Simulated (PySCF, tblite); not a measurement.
**C6H10FNO: geometry, infrared bands and NMR shifts**

Aim: predict the infrared bands and NMR shifts of C6H10FNO (`COC1=C(F)N(C)CC1`).

Programs: tblite 0.8.0 and PySCF 2.14.0, with density-fitted response routines of our own. Each step states its level of theory. These are calculated values for one molecule in the gas phase, unless marked as measured. Atoms count from 0, in the outputs and in this text.

## (1) Starting geometry

19 atoms, charge 0, multiplicity 1; geometry from: force field or distance geometry start.

Bonds of the start (Å): C0–O1 1.42, O1–C2 1.35, C2–C3 1.36, C3–F4 1.33, C3–N5 1.38, N5–C6 1.43, N5–C7 1.45, C7–C8 1.55, C8–C2 1.51, C0–H9 1.08, C0–H10 1.10, C0–H11 1.10, C6–H12 1.08, C6–H13 1.09, C6–H14 1.10, C7–H15 1.10, C7–H16 1.10, C8–H17 1.10, C8–H18 1.09.

## (2) Optimising the geometry with GFN2-xTB

Job settings and geometry (Å):

```
{"job": {"kind": "relax", "xc": "GFN2-xTB", "basis": "xTB"}, "charge": 0, "multiplicity": 1}
C      2.907700     0.858100    -0.384300
O      2.266700    -0.406900    -0.276500
C      0.931600    -0.389400    -0.066700
C      0.043400     0.631400     0.021900
F      0.354000     1.924500    -0.051600
N     -1.243800     0.174400     0.222700
C     -2.434100     0.975800     0.223300
C     -1.283200    -1.277300     0.196300
C      0.202000    -1.701600     0.063800
H      3.966100     0.693600    -0.527500
H      2.770400     1.444700     0.531700
H      2.516000     1.404100    -1.251600
H     -2.789600     1.139200    -0.786800
H     -3.229600     0.475400     0.784600
H     -2.260500     1.956100     0.695500
H     -1.870000    -1.632800    -0.657700
H     -1.733000    -1.682700     1.111100
H      0.347800    -2.339400    -0.815500
H      0.528400    -2.238100     0.959700
```

On the command line:

```
> OMP_NUM_THREADS=1 python probes_run.py task.json out
```

The driver reads the jobs from task.json and runs them one after another.

**Question.** This job is followed by: GFN2-xTB harmonic vibrations, gas phase; GIAO PBE0/pcSseg-1 NMR shielding, non-relativistic, gas phase. What will the session give for the following? strongest single infrared mode (GFN2-xTB); zero-point energy (GFN2-xTB); ¹³C shifts against TMS (PBE0/pcSseg-1); ¹H shifts against TMS (PBE0/pcSseg-1, means over atoms taken as alike); ¹⁷O shifts against H2O (PBE0/pcSseg-1); ¹⁹F shifts against CFCl3 (PBE0/pcSseg-1); ¹⁵N shifts against NH3 (PBE0/pcSseg-1); surface potential, 1st and 99th percentile.

The runs gave:

| quantity | value |
| --- | --- |
| strongest single infrared mode (GFN2-xTB) | 1365 cm⁻¹, 103 km/mol |
| zero-point energy (GFN2-xTB) | 96.4 kcal/mol |
| ¹³C shifts against TMS (PBE0/pcSseg-1) | 151.0, 119.9, 59.1, 50.3, 38.9, 30.6 ppm |
| ¹H shifts against TMS (PBE0/pcSseg-1, means over atoms taken as alike) | 3.93, 2.91, 2.65, 2.40 ppm |
| ¹⁷O shifts against H2O (PBE0/pcSseg-1) | 67.4 ppm |
| ¹⁹F shifts against CFCl3 (PBE0/pcSseg-1) | -165.8 ppm |
| ¹⁵N shifts against NH3 (PBE0/pcSseg-1) | 69.1 ppm |
| surface potential, 1st and 99th percentile | -1.27 V and 0.72 V |

**Reading.** Relaxing lowered the energy by 0.239 eV in 62 steps; the close pair that moved most is C2–C3, from 1.356 to 1.333 Å. No mode is imaginary among the 51: a minimum at this level. The strongest single mode, at 1365 cm⁻¹, is carried by N5, H15, C3, H16. GFN2-xTB is a fitted tight-binding method: band positions and strengths are rough. Its intensities can rank the bands wrongly. H9, H10, H11 (mean) (hydrogen on a methyl carbon bonded to O) lies farthest downfield among hydrogen, at 3.93 ppm; its carbon carries O, hence the downfield position. At PBE0/pcSseg-1: The widest tensor belongs to F4: span 140 ppm, with a paramagnetic part of -139 ppm.
